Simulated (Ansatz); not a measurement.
The input (input.yaml):

```yaml
accuracy: low
crystal:
  lattice:
    - [5.655157, 0.0, 0.0]
    - [0.0, 8.0444, 0.0]
    - [0.0, 0.0, 20.068946]
  atoms:
    - { symbol: Ba, position: [0.0, 0.0, 0.0498282] }
    - { symbol: Ti, position: [0.5, 0.24895, 0.0498282] }
    - { symbol: O, position: [0.5, 0.00765, 0.0498282] }
    - { symbol: O, position: [0.25, 0.2435, 0.1202748] }
    - { symbol: O, position: [0.75, 0.2435, 0.1202748] }
    - { symbol: Ba, position: [0.5, 0.0, 0.1907215] }
    - { symbol: Ti, position: [0.0, 0.24895, 0.1907215] }
    - { symbol: O, position: [0.0, 0.00765, 0.1907215] }
    - { symbol: O, position: [0.75, 0.2435, 0.2611681] }
    - { symbol: O, position: [0.25, 0.2435, 0.2611681] }
    - { symbol: Ba, position: [0.0, 0.0, 0.3316147] }
    - { symbol: Ti, position: [0.5, 0.24895, 0.3316147] }
    - { symbol: O, position: [0.5, 0.00765, 0.3316147] }
    - { symbol: O, position: [0.25, 0.2435, 0.4020613] }
    - { symbol: O, position: [0.75, 0.2435, 0.4020613] }
    - { symbol: Ba, position: [0.0, 0.5, 0.0498282] }
    - { symbol: Ti, position: [0.5, 0.74895, 0.0498282] }
    - { symbol: O, position: [0.5, 0.50765, 0.0498282] }
    - { symbol: O, position: [0.25, 0.7435, 0.1202748] }
    - { symbol: O, position: [0.75, 0.7435, 0.1202748] }
    - { symbol: Ba, position: [0.5, 0.5, 0.1907215] }
    - { symbol: Ti, position: [0.0, 0.74895, 0.1907215] }
    - { symbol: O, position: [0.0, 0.50765, 0.1907215] }
    - { symbol: O, position: [0.75, 0.7435, 0.2611681] }
    - { symbol: O, position: [0.25, 0.7435, 0.2611681] }
    - { symbol: Ba, position: [0.0, 0.5, 0.3316147] }
    - { symbol: Ti, position: [0.5, 0.74895, 0.3316147] }
    - { symbol: O, position: [0.5, 0.50765, 0.3316147] }
    - { symbol: O, position: [0.25, 0.7435, 0.4020613] }
    - { symbol: O, position: [0.75, 0.7435, 0.4020613] }
    - { symbol: C, position: [0.4261379, 0.9127473, 0.5536581] }
    - { symbol: O, position: [0.4261379, 0.9127473, 0.6114589] }
basis:
  ecutwfc: 420.0
kpoints:
  mp_grid: { grid: [2, 2, 1] }
hamiltonian:
  xc: pbe
  pseudopotentials: { kind: paw, azcp: { folder: soft_1 } }
scf:
  occupations: { method: fermi_dirac, width: 0.02 }
  lower_state_search: "off"
  max_iter: 66
md:
  timestep: 4
  n_steps: 180
  ensemble: nve
  initial_velocities: zero
  seed: 65502
  initial_site_velocities:
    - { site: 30, velocity: [0.005678, 0.0, -0.015599] }
    - { site: 31, velocity: [0.005678, 0.0, -0.015599] }
  constraints: [{ sites: [0, 1, 2, 3, 4, 15, 16, 17, 18, 19] }]
```

Launched with:

```bash
$ ansatz run input.yaml --threads 4 --pin off --max-ram 10240MiB --backend cpu --events-out ev --progress --plain --runs-dir out
```

Hardware: 4 threads of Arm Neoverse V1, with other jobs on the host.

**Question.** Roughly how long does this run take, and how much memory?

**Answer.** 61 min, with a peak of 3.2 GiB, for 181 ionic steps.
